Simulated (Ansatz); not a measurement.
# C₃H₂F₃N: basis-set convergence

The task here is to estimate one member of a computed series from the others.

The runs use Ansatz 0.2.0, Gaussian basis; one geometry, several basis sets.

Levels to be run: PBE0-D4/def2-SVP; ωB97M-V/def2-SVP; PBE0-D4/def2-QZVPP; ωB97M-V/def2-QZVPP; CCSD(T)/cc-pV(D+d)Z; CCSD(T)/cc-pV(T+d)Z; MP2/cc-pV(Q+d)Z; the functionals' def2-TZVPP values are taken from earlier runs.

**The geometry**

All runs share one geometry, relaxed beforehand with PBE0-D4 in a triple-zeta def2 set.

SMILES `N#CCC(F)(F)F`, 9 atoms, charge 0, spin multiplicity 1.

Atoms are counted from 1 here; the program's logs count them from 0.

Bond lengths: N1–C2 1.148 Å, C2–C3 1.451 Å, C3–C4 1.519 Å, C3–H8 1.092 Å, C3–H9 1.092 Å, C4–F5 1.331 Å, C4–F6 1.336 Å, C4–F7 1.331 Å. Angles: N1–C2–C3 179.2°, C2–C3–C4 112.7°, C2–C3–H8 109.9°, C2–C3–H9 109.9°, C4–C3–H8 108.0°, C4–C3–H9 108.0°, H8–C3–H9 108.3°, C3–C4–F5 111.7°, C3–C4–F6 109.3°, C3–C4–F7 111.7°, F5–C4–F6 108.0°, F5–C4–F7 108.1°, F6–C4–F7 108.0°.

As a file:

```xyz
9
C3H2F3N
N     0.9858   -2.4579   -0.1172
C     0.5095   -1.4614    0.1950
C    -0.0952   -0.2085    0.6075
C    -0.1499    0.8132   -0.5153
F    -0.8716    0.3744   -1.5445
F    -0.7161    1.9361   -0.0640
F     1.0666    1.1178   -0.9625
H    -1.1160   -0.3854    0.9529
H     0.4756    0.2253    1.4312
```

Set-up of the first run:

Contents of in.yaml:

```yaml
crystal:
  periodic: [false, false, false]
  atoms:
    - {symbol: N, position_ang: [0.985754, -2.457943, -0.117249]}
    - {symbol: C, position_ang: [0.509488, -1.461391, 0.195004]}
    - {symbol: C, position_ang: [-0.095237, -0.208511, 0.607456]}
    - {symbol: C, position_ang: [-0.149929, 0.813226, -0.515331]}
    - {symbol: F, position_ang: [-0.871610, 0.374430, -1.544531]}
    - {symbol: F, position_ang: [-0.716126, 1.936090, -0.064001]}
    - {symbol: F, position_ang: [1.066585, 1.117794, -0.962486]}
    - {symbol: H, position_ang: [-1.115982, -0.385416, 0.952933]}
    - {symbol: H, position_ang: [0.475558, 0.225320, 1.431204]}
basis:
  gaussian: {orbitals: def2-SVP}
hamiltonian: {xc: pbe0, dispersion: d4}
output: {orbitals: {seedname: orbitals}}
```

Command:

```console
ansatz run in.yaml --threads 2 --pin off --events-out ev --progress --plain --max-ram 32768MiB --backend cpu
```

Among the steps run: PBE0-D4 in def2-SVP; ωB97M-V in def2-SVP; PBE0-D4 in def2-QZVPP; ωB97M-V in def2-QZVPP.

One of the session's tables, all rows but one given; the rest of the session is left out.

It belongs to the step «Density functionals: the series». 

```
functional       basis  HOMO (eV)  LUMO (eV)
   PBE0-D4    def2-SVP          ?          ?
   PBE0-D4  def2-TZVPP     -10.09       0.02
   PBE0-D4  def2-QZVPP     -10.11      -0.11
   ωB97M-V    def2-SVP     -12.35       2.50
   ωB97M-V  def2-TZVPP     -12.44       1.96
   ωB97M-V  def2-QZVPP     -12.46       1.41
```

Q: Estimate the row for PBE0-D4, def2-SVP from the others.

**Answer.** HOMO (eV): -10.03; LUMO (eV): 0.28. In the column «HOMO (eV)» it is the highest.
